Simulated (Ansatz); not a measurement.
# AsB2GeH7, SMILES B[B]([GeH3])[AsH2]: vertical energies of changing the electron count

With Ansatz 0.2.0, Python API.

Run as a notebook:

In [1]:
```python
import ansatz as az
```

In [2]:
```python
def energy(molecule, charge=0, unpaired=0):
    calc = molecule.calculation().basis(gaussian="def2-SVP").functional("r2scan", dispersion="d3bj")
    if charge:
        calc = calc.charge(charge)
    if unpaired:
        calc = calc.spin("collinear", total=unpaired)
    return calc.run().report["free_energy_ev"]
```

In [3]:
```python
geometry_ang = [
    ("B", (-0.82, 1.6747, -0.1524)),
    ("B", (-0.3806, 0.1416, -0.3072)),
    ("Ge", (0.1223, -0.8815, 1.334)),
    ("As", (0.1218, -0.5982, -2.1583)),
    ("H", (-1.0731, 2.3566, -1.1499)),
    ("H", (-1.0125, 2.2166, 0.9035)),
    ("H", (1.7187, -0.7958, 1.5331)),
    ("H", (-0.2275, -2.3488, 1.1801)),
    ("H", (-0.5462, -0.2549, 2.6276)),
    ("H", (1.3444, 0.2622, -2.2445)),
    ("H", (0.818, -1.8294, -1.5455)),
]
asb2geh7 = az.Crystal.molecule()
for symbol, xyz in geometry_ang:
    asb2geh7 = asb2geh7.atom(symbol, xyz)
```

In [4]:
```python
# delta-SCF style differences, no relaxation
parent = energy(asb2geh7, 0, 0)
cation = energy(asb2geh7, 1, 1)
print(f"E(N)   = {parent:.5f} eV")
print(f"E(N-1) = {cation:.5f} eV  (1 unpaired)")
print(f"vertical ionisation energy {cation - parent:.3f} eV")
```
```text
DeckWarning: the engine holds no damping parameters fitted to this dispersion correction and functional, so the run takes those fitted to r2scan beside the three-body term, which d3bj leaves out (hamiltonian.dispersion, under Limitations)
E(N)   = -118806.50248 eV
E(N-1) = -118797.68215 eV  (1 unpaired)
vertical ionisation energy 8.820 eV
```

At this unrelaxed geometry removing an electron costs 8.82 eV.

Reading the output:
- Total energies depend on the basis set; only differences at equal settings carry meaning.
- Warnings are shown shortened and without file and line.
- The geometry is a force-field or estimated start, not a minimum of this method, and the basis set is short of its limit. All parts are taken at fixed geometry, without zero-point energy. At an unrelaxed start these energies can be a whole eV from those at the minimum, and a small affinity can change sign.
- A dispersion term here runs with damping parameters fitted for another variant or functional.
- Run time: 52 s on 1 thread of Arm Neoverse V2, on a shared host, peak memory 0.34 GiB.

(Lines on the test bed's own set-up are left out of the output.)
